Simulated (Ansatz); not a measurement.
Task: a rigid torsion scan of CH4F2SSi, SMILES CS[SiH](F)F, with Ansatz 0.2.0, Python API. Give the script and its output. Use (for the species named): B3LYP, def2-SVP basis, multiplicity 1.

```
atom    x (Å)    y (Å)    z (Å)
   C   0.2283  -1.0425  -1.1668
   S   0.7367  -0.9335   0.5344
  Si  -0.1591   0.9041   1.2115
   F  -1.6421   0.8130   1.0522
   F   0.4232   2.0879   0.2885
   H   0.5658  -1.8916  -1.6478
   H   0.5774  -0.1354  -1.7398
   H  -0.8739  -1.0054  -1.2373
   H   0.2322   1.1571   2.6880
```

`run_torsion.py`
```python
'''Rigid torsion scan of CH4F2SSi.'''

import warnings

import ansatz as az
from ase import Atoms


def main() -> None:
    warnings.simplefilter('ignore', az.DeckWarning)

    atoms = Atoms(['C', 'S', 'Si', 'F', 'F', 'H', 'H', 'H', 'H'], positions=[
        [0.2283, -1.0425, -1.1668],
        [0.7367, -0.9335, 0.5344],
        [-0.1591, 0.9041, 1.2115],
        [-1.6421, 0.813, 1.0522],
        [0.4232, 2.0879, 0.2885],
        [0.5658, -1.8916, -1.6478],
        [0.5774, -0.1354, -1.7398],
        [-0.8739, -1.0054, -1.2373],
        [0.2322, 1.1571, 2.688],
    ])

    # start the scan from a relaxed geometry
    first = (
        az.Crystal.molecule_from_ase(atoms).calculation()
        .basis(gaussian='def2-SVP')
        .functional('B3LYP')
        .relax(force_tolerance=0.02, max_steps=80)
    )
    atoms.positions = first.run().report['positions_ang']

    start = atoms.get_dihedral(0, 1, 2, 3)
    energies = {}
    for turn in range(0, 360, 40):
        turned = atoms.copy()
        turned.set_dihedral(0, 1, 2, 3, start + turn, indices=[2, 3, 4, 8])
        setup = (
            az.Crystal.molecule_from_ase(turned).calculation()
            .basis(gaussian='def2-SVP')
            .functional('B3LYP')
        )
        energies[round((start + turn) % 360)] = setup.run().report['free_energy_ev']
    floor = min(energies.values())
    print('dihedral C0-S1-Si2-F3 (deg)   E - E(min) (kJ/mol)')
    for angle, e in sorted(energies.items()):
        print(f'{angle:8d} {96.485332 * (e - floor):14.3f}  ' + '#' * int(30 * (e - floor) / max(max(energies.values()) - floor, 1e-9)))


if __name__ == '__main__':
    main()
```

```console
$ python run_torsion.py
dihedral C0-S1-Si2-F3 (deg)   E - E(min) (kJ/mol)
      18          5.100  ##############
      58          0.000
      98          5.102  ##############
     138         10.410  #############################
     178          7.906  ######################
     218          8.236  #######################
     258          8.256  #######################
     298          7.919  ######################
     338         10.417  ##############################
```

Notes:
- The scan is rigid and the energies are electronic, in a modest basis. With rigid groups the curve can differ much from the relaxed path, the start wasn't checked as a minimum of this torsion, and equivalent turns needn't return to the same energy.
- b3lyp holds the VWN-RPA fit, as in Gaussian; the form of ORCA and Turbomole is b3lyp5.
- Finished in 66 s on 1 thread of Arm Neoverse V1 (shared host), peak memory 0.28 GiB.
